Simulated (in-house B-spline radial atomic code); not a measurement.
# Os⁷²⁺: starting-point dependence of G0W0 and RPA

G0W0 and RPA are one-shot methods. How much does the choice of start matter for Os⁷²⁺?

The numbers are computed with an in-house B-spline radial atomic code, version 1 (RPA, second order, AC-SOSEX and G0W0 (contour deformation) on a scalar-relativistic mean field, all electrons; no spin-orbit coupling, Breit or QED terms, no two-electron picture change), except any that are marked as measured or tabulated.

## (1) The system

| Property | Result |
| --- | --- |
| element | osmium (Z = 76) |
| charge | +72 |
| electrons | 4 |
| configuration | [He] 2s2 |
| next ion, run as well | [He] 2s1 |
| Hamiltonian | scalar-relativistic (spin-free one-electron X2C), finite nucleus |
| starts | Hartree-Fock, PBE, BHandHLYP, exchange-only LDA, r2SCAN |

Outer shells as boxes (Hund's rule):

Os72+
```
[He] core
2s [↑↓]
```

## (2) Run with the Hartree-Fock start

Input settings:

```ini
Z = 76
electrons = 4.0
configuration = [He] 2s2
hamiltonian = x2c
method = hf
lmax = 9
rms_radius = 5.4126
spin_polarised = False
box_radius = 1.6
intervals = 59
```

The run is started by

```bash
$ python run_gw.py task.json out
```

One command runs all members of the session, one after another, from task.json.

Results of the run (chosen fields of its result record, rounded):

```text
{
  "status": "converged",
  "energies [hartree]": {
    "mean_field": -7772.209247,
    "exx_total": -7772.209247,
    "exchange": -75.08499734,
    "rpa": -0.48671027,
    "rpa_summed": -0.48621343,
    "direct_second_order": -0.50953443,
    "second_order_exchange": 0.25009904,
    "sosex": 0.23880994
  },
  "rpa_by_multipole [hartree]": [-0.0718332, -0.37181, -0.0278651, -0.0080224, -0.00324475, -0.00158498, -0.000861148, -0.00050388, -0.000304309, -0.000183911],
  "polarisability [bohr^3: independent particles, RPA]": [9.36536e-05, 8.14436e-05],
  "gap [hartree]": 62.88411,
  "levels [hartree]": [
    {"name": "2s", "occ": 1, "e": -757.0712, "sx": -15.39393, "vxc": -15.39393, "sc": -0.2785767, "z": 0.9979494, "qp": -757.35, "tail": -0.0002308926},
    {"name": "1s", "occ": 1, "e": -3059.235, "sx": -59.69106, "vxc": -59.69106, "sc": 0.2658474, "z": 0.9994879, "qp": -3058.969, "tail": -0.0002799439},
    {"name": "2p", "occ": 0, "e": -694.1871, "sx": -3.72112, "vxc": -3.72112, "sc": -0.02975198, "z": 0.9991794, "qp": -694.2172, "tail": -0.0003018356}
  ],
  "ion_energies [hartree]": {
    "mean_field": -7015.152992,
    "exx_total": -7015.152992,
    "exchange": -66.15668406,
    "rpa": -0.24851133,
    "rpa_summed": -0.24819232,
    "direct_second_order": -0.25229489,
    "second_order_exchange": 0.16509272,
    "sosex": 0.16177375
  }
}
```

It took 1.9 s on 1 thread, shared host.

In the record, exx_total is the Hartree-Fock functional on the start's orbitals, rpa_summed the RPA energy up to lmax and rpa the same with the tail beyond it, gap the smallest same-spin excitation energy of the start. For a level, e is the start's value, sx and sc the exchange and correlation self-energies, vxc the start's own term, z the quasi-particle weight, and qp = e + sx − vxc + sc + tail. Deeper levels of weight under 0.85 meet poles of the self-energy and are not shown.

The 2s level moves from -20601.0 to -20608.5 eV (weight 1.00).

The largest part of the RPA energy comes from multipole 1 (76 % of the sum).

## (3) Run with the PBE start

Changes to the settings of step 2:

```diff
@@ -4,3 +4,3 @@
 hamiltonian = x2c
-method = hf
+method = pbe,pbe
 lmax = 9
```

Results of the run:

```text
{
  "status": "converged",
  "energies [hartree]": {
    "mean_field": -7773.321705,
    "exx_total": -7772.200318,
    "exchange": -75.07908245,
    "rpa": -0.53855718,
    "rpa_summed": -0.53806004,
    "direct_second_order": -0.57039286,
    "second_order_exchange": 0.28047517,
    "sosex": 0.26469864
  },
  "rpa_by_multipole [hartree]": [-0.07268, -0.4225, -0.0281231, -0.00805966, -0.00325388, -0.00158792, -0.000862254, -0.000504341, -0.000304517, -0.000184021],
  "polarisability [bohr^3: independent particles, RPA]": [0.00011139, 9.4284e-05],
  "gap [hartree]": 52.14001,
  "levels [hartree]": [
    {"name": "2s", "occ": 1, "e": -752.3916, "sx": -15.42421, "vxc": -10.74486, "sc": -0.3114832, "z": 0.9973655, "qp": -757.3826, "tail": -0.0002315799},
    {"name": "1s", "occ": 1, "e": -3037.18, "sx": -59.65487, "vxc": -37.6133, "sc": 0.2835665, "z": 0.999427, "qp": -3058.938, "tail": -0.0002824116},
    {"name": "2p", "occ": 0, "e": -700.2516, "sx": -3.736093, "vxc": -9.817008, "sc": -0.02248378, "z": 0.9989954, "qp": -694.1934, "tail": -0.0003032999}
  ],
  "ion_energies [hartree]": {
    "mean_field": -7015.921803,
    "exx_total": -7015.145253,
    "exchange": -66.15002037,
    "rpa": -0.26392987,
    "rpa_summed": -0.26361082,
    "direct_second_order": -0.26901134,
    "second_order_exchange": 0.18107409,
    "sosex": 0.17648146
  }
}
```

It took 2 s on 1 thread, shared host.

The 2s level moves from -20473.6 to -20609.4 eV (weight 1.00).

## (4) Run with the BHandHLYP start

Changes to the settings of step 3:

```diff
@@ -4,3 +4,3 @@
 hamiltonian = x2c
-method = pbe,pbe
+method = bhandhlyp
 lmax = 9
```

Results of the run:

```text
{
  "status": "converged",
  "energies [hartree]": {
    "mean_field": -7773.156792,
    "exx_total": -7772.206993,
    "exchange": -75.08428245,
    "rpa": -0.5104324,
    "rpa_summed": -0.5099354,
    "direct_second_order": -0.53716127,
    "second_order_exchange": 0.26388604,
    "sosex": 0.25065291
  },
  "rpa_by_multipole [hartree]": [-0.0722524, -0.394958, -0.027994, -0.00804122, -0.00324942, -0.0015865, -0.000861729, -0.000504127, -0.000304422, -0.000183971],
  "polarisability [bohr^3: independent particles, RPA]": [0.00010167, 8.73333e-05],
  "gap [hartree]": 57.52863,
  "levels [hartree]": [
    {"name": "2s", "occ": 1, "e": -754.7923, "sx": -15.40953, "vxc": -13.13145, "sc": -0.2941459, "z": 0.997684, "qp": -757.3648, "tail": -0.0002311829},
    {"name": "1s", "occ": 1, "e": -3048.351, "sx": -59.67475, "vxc": -48.79844, "sc": 0.2744181, "z": 0.9994591, "qp": -3058.954, "tail": -0.0002810683},
    {"name": "2p", "occ": 0, "e": -697.2637, "sx": -3.728694, "vxc": -6.810453, "sc": -0.02643404, "z": 0.9990958, "qp": -694.2087, "tail": -0.0003025578}
  ],
  "ion_energies [hartree]": {
    "mean_field": -7015.921672,
    "exx_total": -7015.151132,
    "exchange": -66.15577265,
    "rpa": -0.2555624,
    "rpa_summed": -0.25524336,
    "direct_second_order": -0.25990531,
    "second_order_exchange": 0.17233746,
    "sosex": 0.16847035
  }
}
```

It took 2 s on 1 thread, shared host.

G0W0 moves 2s down by 70.0 eV, to -20608.9 eV.

## (5) Run with the exchange-only LDA start

Changes to the settings of step 4:

```diff
@@ -4,3 +4,3 @@
 hamiltonian = x2c
-method = bhandhlyp
+method = lda,
 lmax = 9
```

Results of the run:

```text
{
  "status": "converged",
  "energies [hartree]": {
    "mean_field": -7763.611529,
    "exx_total": -7772.200099,
    "exchange": -75.01369509,
    "rpa": -0.53963322,
    "rpa_summed": -0.53913597,
    "direct_second_order": -0.57172827,
    "second_order_exchange": 0.28114113,
    "sosex": 0.26523545
  },
  "rpa_by_multipole [hartree]": [-0.0725755, -0.423686, -0.0281208, -0.00805833, -0.00325317, -0.00158754, -0.000862084, -0.00050428, -0.000304523, -0.000184061],
  "polarisability [bohr^3: independent particles, RPA]": [0.00011206, 9.4777e-05],
  "gap [hartree]": 51.849,
  "levels [hartree]": [
    {"name": "2s", "occ": 1, "e": -751.6178, "sx": -15.41471, "vxc": -9.952445, "sc": -0.3104213, "z": 0.9973786, "qp": -757.3907, "tail": -0.0002316402},
    {"name": "1s", "occ": 1, "e": -3033.996, "sx": -59.59898, "vxc": -34.33097, "sc": 0.2850193, "z": 0.9994207, "qp": -3058.979, "tail": -0.0002825807},
    {"name": "2p", "occ": 0, "e": -699.7688, "sx": -3.735293, "vxc": -9.321378, "sc": -0.02165714, "z": 0.9989813, "qp": -694.2046, "tail": -0.0003033094}
  ],
  "ion_energies [hartree]": {
    "mean_field": -7007.132433,
    "exx_total": -7015.145647,
    "exchange": -66.09263935,
    "rpa": -0.26412858,
    "rpa_summed": -0.26380942,
    "direct_second_order": -0.26924548,
    "second_order_exchange": 0.18137303,
    "sosex": 0.1767451
  }
}
```

It took 1.9 s on 1 thread, shared host.

G0W0 moves 2s down by 157 eV, to -20609.7 eV.

## (6) Run with the r2SCAN start

Changes to the settings of step 5:

```diff
@@ -4,3 +4,3 @@
 hamiltonian = x2c
-method = lda,
+method = r2scan
 lmax = 9
```

Results of the run:

```text
{
  "status": "converged",
  "energies [hartree]": {
    "mean_field": -7772.762567,
    "exx_total": -7772.205775,
    "exchange": -75.08203812,
    "rpa": -0.53316056,
    "rpa_summed": -0.53266498,
    "direct_second_order": -0.56401798,
    "second_order_exchange": 0.27730105,
    "sosex": 0.26201154
  },
  "rpa_by_multipole [hartree]": [-0.0724616, -0.417415, -0.028065, -0.00804241, -0.00324647, -0.00158408, -0.000860052, -0.000502976, -0.000303638, -0.000183443],
  "polarisability [bohr^3: independent particles, RPA]": [0.000109688, 9.30906e-05],
  "gap [hartree]": 53.06745,
  "levels [hartree]": [
    {"name": "2s", "occ": 1, "e": -752.6929, "sx": -15.41327, "vxc": -11.03367, "sc": -0.3081648, "z": 0.9974298, "qp": -757.3809, "tail": -0.0002306081},
    {"name": "1s", "occ": 1, "e": -3039.464, "sx": -59.66877, "vxc": -39.89973, "sc": 0.2799427, "z": 0.9994392, "qp": -3058.954, "tail": -0.0002815317},
    {"name": "2p", "occ": 0, "e": -699.6254, "sx": -3.732244, "vxc": -9.1779, "sc": -0.02264381, "z": 0.9990133, "qp": -694.2027, "tail": -0.000302018}
  ],
  "ion_energies [hartree]": {
    "mean_field": -7015.814875,
    "exx_total": -7015.150301,
    "exchange": -66.1550139,
    "rpa": -0.2622257,
    "rpa_summed": -0.26190747,
    "direct_second_order": -0.26716272,
    "second_order_exchange": 0.17936669,
    "sosex": 0.17491516
  }
}
```

It took 1.8 s on 1 thread, shared host.

The 2s level moves from -20481.8 to -20609.4 eV (weight 1.00).

## (7) Comparison

| start | level | mean field (eV) | G0W0 (eV) | weight | RPA (hartree) | RPA+SOSEX (hartree) | α, direct RPA (bohr³) | time | miss (eV) |
| --- | --- | --- | --- | --- | --- | --- | --- | --- | --- |
| Hartree-Fock | 2s | -20601.0 | -20608.5 | 0.998 | -0.48671 | -0.24790 | 8.144e-05 | 1.9 s | +38.5 |
| PBE | 2s | -20473.6 | -20609.4 | 0.997 | -0.53856 | -0.27386 | 9.428e-05 | 2 s | +39.4 |
| BHandHLYP | 2s | -20538.9 | -20608.9 | 0.998 | -0.51043 | -0.25978 | 8.733e-05 | 2 s | +38.9 |
| exchange-only LDA | 2s | -20452.6 | -20609.7 | 0.997 | -0.53963 | -0.27440 | 9.478e-05 | 1.9 s | +39.7 |
| r2SCAN | 2s | -20481.8 | -20609.4 | 0.997 | -0.53316 | -0.27115 | 9.309e-05 | 1.8 s | +39.4 |

The miss is the G0W0 removal energy (the level with its sign changed) less the tabulated theoretical ionisation energy, 20570 ± 70 eV. Times are single runs on a shared host.

Removal energy from total energies of the two species (eV):

| start | mean field | HF functional | RPA | RPA+SOSEX | second order |
| --- | --- | --- | --- | --- | --- |
| Hartree-Fock | 20600.6 | 20600.6 | 20607.0 | 20604.9 | 20605.2 |
| PBE | 20609.9 | 20600.5 | 20608.0 | 20605.6 | 20606.0 |
| BHandHLYP | 20605.4 | 20600.5 | 20607.5 | 20605.2 | 20605.6 |
| exchange-only LDA | 20584.8 | 20600.5 | 20608.0 | 20605.6 | 20606.0 |
| r2SCAN | 20597.6 | 20600.5 | 20607.9 | 20605.5 | 20605.9 |

## (8) Results

```
                                          quantity                                                              value
   highest level, mean field (range over the runs)                                            -20601.0 to -20452.6 eV
         highest level, G0W0 (range over the runs)                                            -20609.7 to -20608.5 eV
                            RPA correlation energy                                         -0.5396 to -0.4867 hartree
                                         RPA+SOSEX                                         -0.2744 to -0.2479 hartree
tabulated theoretical ionisation energy (2s shell)  20570 ± 70 eV (NIST Atomic Spectra Database, ionization energies)
               G0W0 removal energy less that value                                                  +38.5 to +39.7 eV
```

**Reading.** G0W0 turns a spread of 148 eV among the starts into one of 1.1 eV, 0.75 % of it. On the semilocal starts the correction is downwards, 128 to 157 eV, since their self-interaction lifts occupied levels. The RPA energy is largest in size on exchange-only LDA and smallest on Hartree-Fock, 9.8 % apart; over the runs it loosely follows the gap of the start, as smaller excitation energies give more correlation. All G0W0 removal energies agree with the tabulated theoretical ionisation energy, 20570 ± 70 eV, within its uncertainty. Read as a removal energy, the bare PBE level is off by -96.4 eV (-0.47 %) and the nearest bare level, Hartree-Fock's, by +31.0 eV. As differences of total energies the mean miss over the starts is 30 eV for mean field, 38 eV for RPA, 35 eV for RPA+SOSEX. The reference's uncertainty exceeds the spread between them.
